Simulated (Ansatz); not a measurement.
This script for the Python package of Ansatz (0.2.0) starts 4 runs on Al, space group Fm-3m. What input does the engine get in each?

`smear_al.py`:
```python
"""Smearing width test for Al."""

import ansatz

params = {
    "xc": "r2SCAN",
    "cutoff": 300,
    "mixing_beta": 0.7,
}

crystal = (
    ansatz.Lattice.fcc(4.04961)
    .space_group(225)
    .atom("Al", (0.0, 0.0, 0.0))
    .primitive()
)

job = (
    crystal.calculation()
    .functional(params["xc"])
    .pseudopotentials("paw")
    .basis(params["cutoff"])
    .kpoints(8, shift=0.5)
    .mixing("broyden", beta=params["mixing_beta"])
)

rows = []
for value in [0.5, 0.3, 0.2, 0.1]:
    rep = job.occupations("methfessel_paxton", width=value).run(threads=1).report
    rows.append((value, rep["free_energy_ev"] / len(rep["lattice"]["sites"]), rep["n_iterations"], rep["n_kpoints"]))

print("  width (eV)   F/atom (eV)    iterations      k-points")
for row in rows:
    print(f"{str(row[0]):>12s}  {row[1]:12.5f}  {row[2]:12d}  {row[3]:12d}")

# the last row is the reference
for row in rows[:-1]:
    shift = 1000 * (row[1] - rows[-1][1])
    print(f"{row[0]}: {shift:+.2f} meV/atom" + ("  (within 2 meV)" if abs(shift) < 2 else ""))
```

Run 1:
```yaml
crystal:
  lattice:
    bravais: fcc
    a: 4.04961
  space_group: 225
  atoms:
    - { symbol: Al, position: [0.0, 0.0, 0.0] }
  reduce_to_primitive: true
basis:
  ecutwfc: 300.0
kpoints:
  mp_grid:
    grid: [8, 8, 8]
    shift: [0.5, 0.5, 0.5]
hamiltonian:
  xc: r2scan
  pseudopotentials:
    kind: paw
scf:
  mixing:
    algorithm: broyden
    beta: 0.7
  occupations:
    method: methfessel_paxton
    width: 0.5
```

Run 2, against run 1:
```diff
-    width: 0.5
+    width: 0.3
```

Run 3, against run 1:
```diff
-    width: 0.5
+    width: 0.2
```

Run 4, against run 1:
```diff
-    width: 0.5
+    width: 0.1
```

Running `python smear_al.py` prints:
```text
DeckWarning: basis.ecutwfc = 300 eV is below the records' recommended 500 eV, and the density's cutoff is lower with it unless basis.ecutrho_ratio is high enough to keep the records' density cutoff: compare with a run at a higher cutoff
DeckWarning: crystal.symmetry: narrowed to the stabiliser of the k-point mesh — unitary ops 48 → 12; excluded 36 operations that carry a point of the 8×8×8 mesh (shift [0.5, 0.5, 0.5]) off the mesh (the run samples exactly the mesh kpoints.mp_grid names, as under crystal.symmetry.detect: false, and its converged state has the mesh's symmetry, not the crystal's; ε∞, the Born charges and the force constants of a linear response (`dielectric:` by the response, `phonons.method: dfpt`) are averaged [...]
  width (eV)   F/atom (eV)    iterations      k-points
         0.5    -540.37902             4            60
         0.3    -540.38029             4            60
         0.2    -540.38018             4            60
         0.1    -540.37995             4            60
0.5: +0.93 meV/atom  (within 2 meV)
0.3: -0.34 meV/atom  (within 2 meV)
0.2: -0.24 meV/atom  (within 2 meV)
```
(Warnings from the package without file and line, shortened.)

Going from 0.1 to 0.5 eV changes F by +0.9 meV an atom. This scheme is built to cancel the term in the square of the width, so the shifts stay small and are partly the mesh's error.

What to keep in mind:
- The cutoff lies under the one recommended for these potentials.
- For a metal this k-point mesh is coarse: on a finer one energies can move by several to tens of meV an atom and pressures by half a GPa or more, differences at one mesh by less.
- The narrowest width needs the finest mesh, so the last row is no converged reference.
- Processor time in the engine: 2 s on 1 thread of Intel(R) Xeon(R) Processor @ 2.30GHz (shared host), peak memory 0.43 GiB.
